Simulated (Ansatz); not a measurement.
Working through a single point in a Gaussian basis of C5H10Si, SMILES C=CC1C[SiH2]C1

Computed with Ansatz 0.2.0 through its Python package.

Run as a notebook:

**Cell 1**
```python
import ansatz as az
from ase import Atoms
import numpy as np
import pandas as pd
```

**Cell 2**
```python
atoms = Atoms(['C', 'C', 'C', 'C', 'Si', 'C', 'H', 'H', 'H', 'H', 'H', 'H', 'H', 'H', 'H', 'H'], positions=[
    [2.4777, 0.7614, -0.1256],
    [1.5873, -0.2202, 0.0592],
    [0.1731, 0.1083, 0.3948],
    [-0.673, 0.6185, -0.8305],
    [-2.1944, -0.1655, -0.0209],
    [-0.7277, -1.1552, 0.6571],
    [2.2035, 1.8086, -0.0424],
    [3.5108, 0.5326, -0.3684],
    [1.8888, -1.2602, -0.0289],
    [0.1469, 0.8088, 1.2475],
    [-0.4292, 0.1586, -1.7937],
    [-0.7143, 1.7045, -0.9457],
    [-3.0869, -0.9139, -0.9419],
    [-2.8487, 0.7021, 0.9918],
    [-0.812, -1.4552, 1.7045],
    [-0.5019, -2.033, 0.0431],
])
mol = az.Crystal.molecule_from_ase(atoms)
```

**Cell 3**
```python
job = (
    mol.calculation()
    .basis(gaussian='def2-SVP')
    .functional('PBE')
    .forces()
)
data = job.session().plan(threads=1).execute().report

for key in ('converged', 'free_energy_ev', 'reference_energy_ev', 'n_frozen', 'n_occupied', 'n_virtual'):
    print(f'{key:22s} {data[key]}')
```
Output:
```text
converged              True
free_energy_ev         -13206.215118415052
reference_energy_ev    -13206.215118415052
n_frozen               0
n_occupied             [27, 27]
n_virtual              [111, 111]
```

**Cell 4**
```python
field = data['mean_field']
print('<S^2> =', round(abs(field['state']['spin_squared']), 4), ' all-electron relativity setting:', field['relativity'])
print('passes:', field['passes'])
if 'symmetry' in field:
    print('occupied orbitals by irrep:', field['symmetry']['occupied'])
```
Output:
```text
<S^2> = 0.0  all-electron relativity setting: none
passes: {'evaluations': 19, 'products': 12}
occupied orbitals by irrep: [{'A': 27}, {'A': 27}]
```

**Cell 5**
```python
symbols = [site.symbol for site in mol.cartesian_sites]
print('forces (eV/A)')
for symbol, f in zip(symbols, data['forces_ev_ang']):
    print(f'  {symbol:2s} {f[0]:9.4f} {f[1]:9.4f} {f[2]:9.4f}')
```
Output:
```text
forces (eV/A)
  C     0.4042   -0.4682   -0.0558
  C     0.2224    1.0247    0.2461
  C    -0.6800   -1.7654   -1.2334
  C    -0.4870    1.2434    0.6750
  Si    0.5576   -0.5874   -0.5952
  C    -0.5064    0.6378    1.3584
  H    -0.1473    0.5648    0.0781
  H     0.5663   -0.0142   -0.1812
  H     0.0880   -0.5951   -0.0878
  H    -0.2484    0.1711    0.0519
  H     0.2893   -0.3104   -0.2188
  H     0.2986    0.5749   -0.2903
  H    -0.5907   -0.0224   -0.0616
  H    -0.2838    0.1343    0.1457
  H     0.2241   -0.4036    0.5283
  H     0.2929   -0.1842   -0.3593
```

**Cell 6**
```python
charges = data['charge_distribution']
table = pd.DataFrame({'atom': symbols, 'mulliken': charges['mulliken_charges_e'], 'lowdin': charges['lowdin_charges_e']})
print(table.round(3).to_string())
print('dipole (e A):', np.round(charges['dipole_moment_e_ang'], 4) + 0.0)
```
Output:
```text
   atom  mulliken  lowdin
0     C    -0.025   0.004
1     C    -0.018  -0.032
2     C    -0.122  -0.072
3     C    -0.133  -0.077
4    Si     0.311   0.316
5     C    -0.158  -0.089
6     H     0.016   0.003
7     H     0.023   0.001
8     H     0.004   0.014
9     H     0.045   0.034
10    H     0.048   0.021
11    H     0.039   0.001
12    H    -0.063  -0.076
13    H    -0.054  -0.066
14    H     0.041   0.002
15    H     0.047   0.018
dipole (e A): [-0.0067  0.005   0.0157]
```

What to keep in mind:
- Total energies depend on the basis set; only differences at equal settings carry meaning.
- The geometry is a force-field or estimated start, not a minimum of this method, and the basis set is short of its limit.
- The Löwdin charges here are taken after orthogonalising the functions within each atom; they differ from plain Löwdin charges, and their signs can be unphysical.
- The whole script took 5.8 s on 1 thread of Arm Neoverse V2, on a shared host, peak memory 0.29 GiB.
